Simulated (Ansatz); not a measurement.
# FRu: the cost of one run

Program: Ansatz 0.2.0, Gaussian basis. Level of theory: def2-QZVPP, core rule «outside noble gas», up to 5 orbitals frozen. These are calculated values, not measurements.

To be run: UHF; ROHF; CCSD(T) on UHF.

**1. The system**

The geometry is a PBE0/def2-TZVP stationary point (not a proven minimum) of the parent state, kept for this charge and spin. No spin-orbit coupling is included. Elements past krypton take def2 core potentials.

2 atoms, charge 0, spin multiplicity 6.

Atoms are counted from 1 here; the program's logs count them from 0.

Bond lengths: Ru1–F2 1.896 Å.

Coordinates:

```xyz
2
FRu
Ru    0.0000    0.0000    0.0000
F     0.0000    0.0000    1.8958
```

**2. UHF**

Input file in.yaml:

```yaml
crystal:
  periodic: [false, false, false]
  atoms:
    - {symbol: Ru, position_ang: [0.000000, 0.000000, 0.000000]}
    - {symbol: F, position_ang: [0.000000, 0.000000, 1.895800]}
basis:
  gaussian: {orbitals: "def2-QZVPP.json"}
magnetization: {spin_polarized: true, initial_magnetization: 5}
hamiltonian: {xc: hf}
output: {orbitals: {seedname: orbitals}}
```

Run with:

```
$ ansatz run in.yaml --threads 1 --pin off --events-out ev --progress --plain --max-ram 4096MiB --backend cpu
```

**Question.** How long does this run take on 1 thread of AMD EPYC 7R13, shared host, and how much memory does it need?

About 7.5 s, with a peak of 0.33 GiB.
